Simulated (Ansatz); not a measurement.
This script makes an equation of state with a fit of WC, space group Fm-3m with Ansatz 0.2.0 through its Python package.

The script, `wc_eos.py`:
```python
import warnings

import ansatz as az
import numpy as np
from pymatgen.analysis.eos import EOS

vectors0 = np.array([
    [0.0, 2.19268, 2.19268],
    [2.19268, 0.0, 2.19268],
    [2.19268, 2.19268, 0.0],
])
sites = [
    ("W", [0.0, 0.0, 0.0]),
    ("C", [0.5, 0.5, 0.5]),
]


def crystal_on(cell):
    crystal = az.Crystal(lattice=az.Lattice.of(cell))
    for symbol, position in sites:
        crystal = crystal.atom(symbol, position)
    return crystal


def main() -> None:
    warnings.simplefilter("ignore", az.DeckWarning)

    volumes, energies, pressures = [], [], []
    for scale in np.linspace(0.94, 1.06, 7):
        cell = vectors0 * scale ** (1 / 3)
        setup = (
            crystal_on(cell).calculation()
            .functional("LDA")
            .basis(18 * az.Ha)
            .occupations("Marzari-Vanderbilt", width=0.1)
            .kpoints(11, 11, 11)
            .stress()
        )
        summary = setup.run(threads=1).report
        volumes.append(abs(np.linalg.det(cell)) / len(sites))
        energies.append(summary["free_energy_ev"] / len(sites))
        pressures.append(np.trace(summary["stress_gpa"]) / 3)
        print(f"V = {volumes[-1]:8.4f} A^3/atom  F = {energies[-1]:.5f} eV/atom  P = {pressures[-1]:8.3f} GPa")

    for form in ["birch_murnaghan", "vinet"]:
        fit = EOS(eos_name=form).fit(volumes, energies)
        print(f"{form:18s} V0 {fit.v0:8.4f} A^3/atom  B0 {fit.b0_GPa:7.1f} GPa  B1 {fit.b1:5.2f}")


if __name__ == "__main__":
    main()
```

From its runs, with one value withheld:

| V (Å³/atom) | F less the lowest row shown (meV/atom) |
| --- | --- |
| 9.910 | ? |
| 10.120 | 0.00 |
| 10.331 | 6.52 |
| 10.542 | 22.89 |
| 10.753 | 48.07 |
| 10.964 | 81.13 |
| 11.175 | 121.24 |

What is the missing energy at 9.910 Å³ an atom?

A third-order Birch-Murnaghan fit, E = E0 + (9 V0 B0 / 16) [(t - 1)³ B' + (t - 1)² (6 - 4t)] with t = (V0/V)^(2/3), through the 6 rows shown gives V0 = 10.097 Å³, B0 = 405.1 GPa, B' = 4.35 and E0 = -0.07 meV. At V = 9.910 Å³, t = 1.01257, and the fit extrapolates to 4.48 meV. The run gave 4.47 meV, a miss of 0.02 meV.

What to keep in mind:
- No spin polarisation was allowed.
- The mesh is modest for a metal, so energies can be off by several to tens of meV an atom and pressures by half a GPa or more; differences at equal mesh fare better.
- Pressure is positive in compression.
- Spin-orbit coupling, which matters for elements this heavy, is left out.
- At these settings the cell as given stands under about -16 GPa, so it isn't at this functional's equilibrium volume.
- This cell is a computed structure, which may not be the phase found in nature.
- The whole script took 12 s on 1 thread of Intel(R) Xeon(R) Processor @ 2.30GHz, with other jobs on the host, peak memory 0.57 GiB.
